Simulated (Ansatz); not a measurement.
# B2H4OSi: the cost of one run

Program: the Python package of Ansatz 0.2.0. Level of theory: Hartree-Fock/def2-SVP. These are calculated values, not measurements.

### Step 1. The system

Bond lengths: B1–Si2 1.872 Å, Si2–B3 1.998 Å, Si2–O4 1.652 Å, B3–O4 1.515 Å, B1–H5 1.232 Å, B1–H6 1.216 Å, Si2–H7 1.501 Å, B3–H8 1.119 Å. Angles: B1–Si2–B3 116.0°, B1–Si2–O4 110.6°, B1–Si2–H7 121.7°, B3–Si2–O4 47.9°, B3–Si2–H7 122.2°, O4–Si2–H7 106.9°, Si2–B1–H5 119.7°, Si2–B1–H6 121.5°, H5–B1–H6 112.5°, Si2–B3–O4 54.0°, Si2–B3–H8 137.0°, O4–B3–H8 154.0°, Si2–O4–B3 78.1°.

The script holds or builds the structure itself.

### Step 2. The script

File md.py:

```python
import ansatz as az
import numpy as np

BASIS = "def2-SVP"
XC = "hf"
N_STEPS = 30
TEMPERATURE_K = 500

GEOMETRY = """
B    -0.48080    1.38790   -0.35920
Si    0.76110    0.00310   -0.14650
B     0.00660   -1.78840    0.31320
O     0.53450   -0.76550    1.29780
H    -1.18280    1.42890   -1.37090
H    -1.01230    1.91790    0.59800
H     2.23640    0.23800   -0.28880
H    -0.77050   -2.47910   -0.09940
"""


def main() -> None:
    molecule = az.Crystal.molecule()
    for line in GEOMETRY.strip().splitlines():
        symbol, *xyz = line.split()
        molecule = molecule.atom(symbol, [float(v) for v in xyz])

    base = (
        molecule.calculation()
        .basis(gaussian=BASIS)
        .functional(XC)
        .scf(lower_state_search="light")
    )
    symbols = [site.symbol for site in molecule.cartesian_sites]
    start = np.array([site.position_ang for site in molecule.cartesian_sites], dtype=float)
    data = base.relax(force_tolerance=0.02, max_steps=100).run().report
    end = np.array(data["positions_ang"])
    minimum = az.Crystal.molecule()
    for symbol, place in zip(symbols, end):
        minimum = minimum.atom(symbol, place.tolist())

    base = minimum.calculation()
    base = base.basis(gaussian=BASIS).functional(XC)
    base = base.scf(lower_state_search="light")
    base = base.md("nvt_nose_hoover", timestep=1.0, steps=N_STEPS, temperature=TEMPERATURE_K, initial_velocities="maxwell_boltzmann", seed=97, thermostat_time=20)
    frames = []
    result = base.session().plan().execute(on_event=lambda e: frames.append(e["data"]) if e["event"] == "md_step" else None)
    print("t (fs)   E_pot (eV)      E_kin (eV)   T (K)   d(0-1) (A)")
    for f in frames[::2]:
        xyz = np.array(f["positions_ang"])
        print(f"{f['time_fs']:6.2f} {f['lagrangian_ev']:14.5f} {f['e_kin_ev']:10.5f} {f['temperature_k']:8.1f} {np.linalg.norm(xyz[0] - xyz[1]):9.4f}")
    kept = np.array([f["conserved_ev"] for f in frames])
    print(f"conserved energy moves by at most {1000 * np.ptp(kept):.3f} meV")


if __name__ == "__main__":
    main()
```

### Step 3. What the engine is handed

The engine receives this input (first run):

```yaml
crystal:
  periodic: [false, false, false]
  atoms:
    - { symbol: B, position_ang: [-0.4808, 1.3879, -0.3592] }
    - { symbol: Si, position_ang: [0.7611, 0.0031, -0.1465] }
    - { symbol: B, position_ang: [0.0066, -1.7884, 0.3132] }
    - { symbol: O, position_ang: [0.5345, -0.7655, 1.2978] }
    - { symbol: H, position_ang: [-1.1828, 1.4289, -1.3709] }
    - { symbol: H, position_ang: [-1.0123, 1.9179, 0.598] }
    - { symbol: H, position_ang: [2.2364, 0.238, -0.2888] }
    - { symbol: H, position_ang: [-0.7705, -2.4791, -0.0994] }
basis:
  gaussian:
    orbitals: def2-SVP
hamiltonian:
  xc: hf
scf:
  lower_state_search: light
relax:
  f_tol: 0.02
  max_steps: 100
```

### Step 4. Launch

The run is started by

```bash
$ python md.py
```

**Question.** How long does this script take on 1 thread of Intel Xeon Platinum 8488C (Sapphire Rapids), shared host, and how much memory does it need?

About 45 s, with a peak of 0.22 GiB.
